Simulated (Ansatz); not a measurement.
# CoOs: single points about a listed cell

A set of self-consistent runs on CoOs under swapped elements, to map its energy surface near the listed cell.

Computed with Ansatz 0.2.0 (DFT PBEsol, scalar-relativistic, plane waves, PAW, unless a step's input says otherwise).

## Step 1: The starting structure

It takes space group P-6m2 (No. 187, hexagonal). The conventional cell has a = 2.710 Å, b = 2.710 Å, c = 4.308 Å, α = 90.00°, β = 90.00°, γ = 120.00°. Around Os (site symmetry -6m2) lie 6 Co at 2.66 Å and 6 Os at 2.71 Å. Co (site symmetry -6m2) has 6 Os at 2.66 Å and 6 Co at 2.71 Å as nearest neighbours.

Structure file:

```cif
data_structure
_symmetry_space_group_name_H-M 'P 1'
_symmetry_Int_Tables_number 1
_cell_length_a 2.7101
_cell_length_b 2.7101
_cell_length_c 4.3076
_cell_angle_alpha 90.000
_cell_angle_beta 90.000
_cell_angle_gamma 120.000
_cell_volume 27.40
loop_
_atom_site_label
_atom_site_type_symbol
_atom_site_fract_x
_atom_site_fract_y
_atom_site_fract_z
_atom_site_occupancy
Os1 Os 0.33333 0.66667 0.00000 1
Co1 Co 0.66667 0.33333 0.50000 1
```

It was made, by the change told below, from a structure of the Materials Project.

## Step 2: One element swapped, cell strained: Ir → Co, first probe

The structure above already holds this change against its source: Co takes all sites of Ir, and lengths are scaled by 0.968 as a first guess of the size; strain xx, yy, zz, yz, xz, xy = +2.0, +2.0, +2.0, +0.0, +0.0, +0.0 %.

File input.yaml:

```yaml
crystal:
  lattice:
    - [2.7100938494, 0.0, 0.0]
    - [-1.3550469246, 2.3470101202, 0.0]
    - [0.0, 0.0, 4.3075921015]
  atoms:
    - { symbol: Os, position: [0.33333333, 0.66666667, 0.0] }
    - { symbol: Co, position: [0.66666667, 0.33333333, 0.5], spin: 3.0 }
basis:
  ecutwfc: 420
kpoints:
  mp_grid: { grid: [9, 9, 4] }
hamiltonian:
  xc: pbesol
scf:
  occupations: { method: gaussian, width: 0.1 }
  lower_state_search: "off"
output:
  forces: true
  stress: true
  eigenvalues: true
  populations: true
magnetization:
  spin_polarized: true
```

Command:

```bash
ansatz run input.yaml --threads 1 --pin off --max-ram 1331MiB --backend cpu --events-out ev --progress --plain --runs-dir out
```

## Step 3: Substitution of an element, cell strained: Ir → Co

File input.yaml:

```yaml
crystal:
  lattice:
    - [2.7100938494, 0.0, 0.0]
    - [-1.3550469246, 2.3470101202, 0.0]
    - [0.0, 0.0, 4.3075921015]
  atoms:
    - { symbol: Os, position: [0.33333333, 0.66666667, 0.0] }
    - { symbol: Co, position: [0.66666667, 0.33333333, 0.5], spin: 1.36 }
basis:
  ecutwfc: 420
kpoints:
  mp_grid: { grid: [18, 18, 10] }
hamiltonian:
  xc: pbesol
scf:
  occupations: { method: gaussian, width: 0.1 }
output:
  forces: true
  stress: true
  eigenvalues: true
  populations: true
magnetization:
  spin_polarized: true
```

**Question.** What will these runs give? Wanted: for each run, case; energy; pressure; largest force.

As calculated:

```
step                                                case  energy (meV/atom)  pressure (GPa)  largest force (eV/Å)  gap on the mesh (eV)
   3  substitution of an element, cell strained: Ir → Co               +0.0           -28.9                  0.00                  0.00
```

Energies are counted from step 3, with the smearing taken to zero. A gap of 0.00 means none on the mesh at this level.

What this shows: Spin-orbit coupling is left out for Os.
